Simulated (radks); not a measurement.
# Ti¹⁸⁺ in [He] 2s2: an all-electron calculation

An exercise on one series of results from a longer session: the logs are not shown, and one member is left open.

Program: radks (a radial shooting solver on a logarithmic mesh, Libxc functionals) version 1. Level of theory: Dirac Kohn-Sham, exchange-only LDA, spin-unpolarised, spherical densities, finite nucleus. These are calculated values, not measurements, unless marked.

**Starting point**

- element: titanium (Z = 22)
- charge: +18
- electrons: 4
- configuration: [He] 2s2
- nuclear rms radius: 3.5921 fm

The outer shells:

Ti¹⁸⁺
```
[He] core
2s [↑↓]
```

Set-up of the first run:

Input:

```text
Z 22
configuration [He] 2s2 2p0 3s0 3d0
relativity Dirac
functional lda,
spin unpolarised
j_filling energy
nucleus finite rms 3.5921 fm
c 137.035999084
```

Command:

```console
$ python run_ks.py task.json out
```

The same process makes all the runs of this session.

Steps of the session up to this table: Self-consistent calculation.

One of the session's tables, all rows but one given; the rest of the session is left out.

It belongs to the step «Shells». From the orbitals of this run (lengths in bohr):

| level | <r> | outermost maximum (interpolated) | 90 % within | nodes |
| --- | --- | --- | --- | --- |
| 1s1/2 | 0.06922 | 0.0455 | 0.123 | 0 |
| 2s1/2 | 0.2907 | 0.251 | 0.444 | 1 |
| 2p1/2 | 0.2480 | 0.197 | 0.399 | 0 |
| 2p3/2 | 0.2501 | 0.198 | 0.402 | 0 |
| 3s1/2 | 0.6778 | 0.649 | 0.979 | 2 |
| 3d3/2 | ? | ? | ? | ? |
| 3d5/2 | 0.5502 | 0.469 | 0.831 | 0 |

**Question.** Estimate the row for 3d3/2.

**Answer.** <r>: 0.5492; outermost maximum (interpolated): 0.468; 90 % within: 0.830; nodes: 0. In the column «<r>» it lies between 2s1/2 (0.2907) and 3d5/2 (0.5502).
